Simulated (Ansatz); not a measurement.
# CH₄AlBr: a ladder of functionals and wavefunction methods

How much do the methods differ for CH₄AlBr? The plan is to run it at one geometry with functionals of several rungs and with coupled cluster. The yardstick is the atomisation energy at the CCSD(T) limit.

Computed with Ansatz 0.2.0, Gaussian basis. Level: functionals in def2-TZVPP, the program's frozen cores in correlated methods.

Plan: LDA (SPW92), PBE-D4, revPBE-D4, BLYP-D4, r2SCAN-D4, B97M-V, PBE0-D4, B3LYP-D4, r2SCANh-D4, r2SCAN0-D4, HSE06-D4, BHLYP-D4, CAM-B3LYP-D4, LC-ωPBE, ωB97X-V, ωB97M-V, B2PLYP, PBE-QIDH; CCSD(T)/def2-SVP; CCSD(T)/def2-TZVPP; CCSD(T)/def2-QZVPP; extrapolation to the limit; RPA on PBE.

### 1 The geometry

An earlier PBE0-D4 in a triple-zeta def2 set relaxation fixed the geometry.

SMILES `[CH3][AlH][Br]`, 7 atoms, charge 0, spin multiplicity 1.

Atoms are counted from 1 here; the program's logs count them from 0.

Bond lengths: C1–Al2 1.938 Å, C1–H4 1.095 Å, C1–H5 1.091 Å, C1–H6 1.095 Å, Al2–Br3 2.266 Å, Al2–H7 1.579 Å. Angles: Al2–C1–H4 110.4°, Al2–C1–H5 112.6°, Al2–C1–H6 110.5°, H4–C1–H5 108.3°, H4–C1–H6 106.5°, H5–C1–H6 108.3°, C1–Al2–Br3 119.4°, C1–Al2–H7 124.6°, Br3–Al2–H7 116.0°.

Geometry (Å):

```xyz
7

C    -0.7521    0.4929   -0.2824
Al    0.8877   -0.4472    0.1481
Br    0.8972   -1.9452    1.8477
H    -0.6052    1.5747   -0.1968
H    -1.5824    0.2079    0.3659
H    -1.0438    0.2989   -1.3198
H     2.2597   -0.2501   -0.6083
```

### 2 LDA

This LDA is Slater exchange with PW92 correlation.

in.yaml

```yaml
crystal:
  periodic: [false, false, false]
  atoms:
    - {symbol: C, position_ang: [-0.752067, 0.492906, -0.282403]}
    - {symbol: Al, position_ang: [0.887658, -0.447155, 0.148118]}
    - {symbol: Br, position_ang: [0.897245, -1.945178, 1.847700]}
    - {symbol: H, position_ang: [-0.605198, 1.574703, -0.196836]}
    - {symbol: H, position_ang: [-1.582381, 0.207901, 0.365925]}
    - {symbol: H, position_ang: [-1.043801, 0.298889, -1.319803]}
    - {symbol: H, position_ang: [2.259745, -0.250066, -0.608302]}
basis:
  gaussian: {orbitals: def2-TZVPP}
hamiltonian: {xc: lda}
output: {orbitals: {seedname: orbitals}}
```

The run is started by

```sh
ansatz run in.yaml --threads 2 --pin off --events-out ev --progress --plain --max-ram 22528MiB --backend cpu
```

The runs that follow: PBE-D4 (GGA); revPBE-D4 (GGA); BLYP-D4 (GGA); r2SCAN-D4 (meta-GGA); B97M-V (meta-GGA); B3LYP-D4 (hybrid); r2SCANh-D4 (hybrid); r2SCAN0-D4 (hybrid); HSE06-D4 (hybrid); BHLYP-D4 (hybrid); CAM-B3LYP-D4 (range-separated); LC-ωPBE (range-separated); ωB97X-V (range-separated); ωB97M-V (range-separated); B2PLYP (double hybrid); PBE-QIDH (double hybrid); CCSD(T) in def2-SVP; CCSD(T) in def2-TZVPP; CCSD(T) in def2-QZVPP; RPA on PBE orbitals.

Before running them: what should the planned runs give, taken together? Wanted: atomisation energy, CCSD(T)/CBS; farthest beyond LDA; mean size of error, GGA; mean size of error, meta-GGA; mean size of error, hybrid; mean size of error, range-separated; mean size of error, double hybrid; gap, smallest and largest; T1 diagnostic.

As calculated:

| quantity | value |
| --- | --- |
| atomisation energy, CCSD(T)/CBS | 543.1 kcal/mol |
| functionals within 5.4 kcal/mol (1.0 %) | PBE-D4, r2SCAN-D4, B97M-V, PBE0-D4, r2SCANh-D4, r2SCAN0-D4, HSE06-D4, CAM-B3LYP-D4, ωB97X-V, ωB97M-V, PBE-QIDH |
| farthest beyond LDA | revPBE-D4 (-12.8 kcal/mol) |
| mean size of error, GGA | 8.8 kcal/mol |
| mean size of error, meta-GGA | 1.2 kcal/mol |
| mean size of error, hybrid | 5.5 kcal/mol |
| mean size of error, range-separated | 3.6 kcal/mol |
| mean size of error, double hybrid | 7.0 kcal/mol |
| gap, smallest and largest | 4.61 eV (LDA (SPW92)), 11.48 eV (LC-ωPBE) |
| T1 diagnostic | 0.0077 |
| triples share of the correlation energy | 3.3 % |

What this shows: LDA overbinds by 55.8 kcal/mol (10 %). PBE-D4 is off by -2.4 kcal/mol. Double hybrids carry the basis error of their MP2 part in triple zeta, and no dispersion term here, so their miss is partly the set-up's. The rungs meta-GGA, range-separated miss on average by less than the doubt on the reference (5.4 kcal/mol), so they tie. Misses under about 5.4 kcal/mol are within the doubt on the reference itself, which lacks core-valence correlation, relativity and higher excitations, and its outer-core shells are covered unevenly. All levels share the lack of spin-orbit coupling, which lowers the free heavy atoms and so the true binding. Hartree-Fock recovers 77 % of the binding; the rest is correlation. CCSD(T) in def2-SVP is off by -28.8 kcal/mol, so the small basis spoils what the method gains. The gap grows from 4.6 to 11.5 eV across the functionals, mostly with the share of exact exchange. Correlated methods include outer-core shells of Br, which these sets cover unevenly.
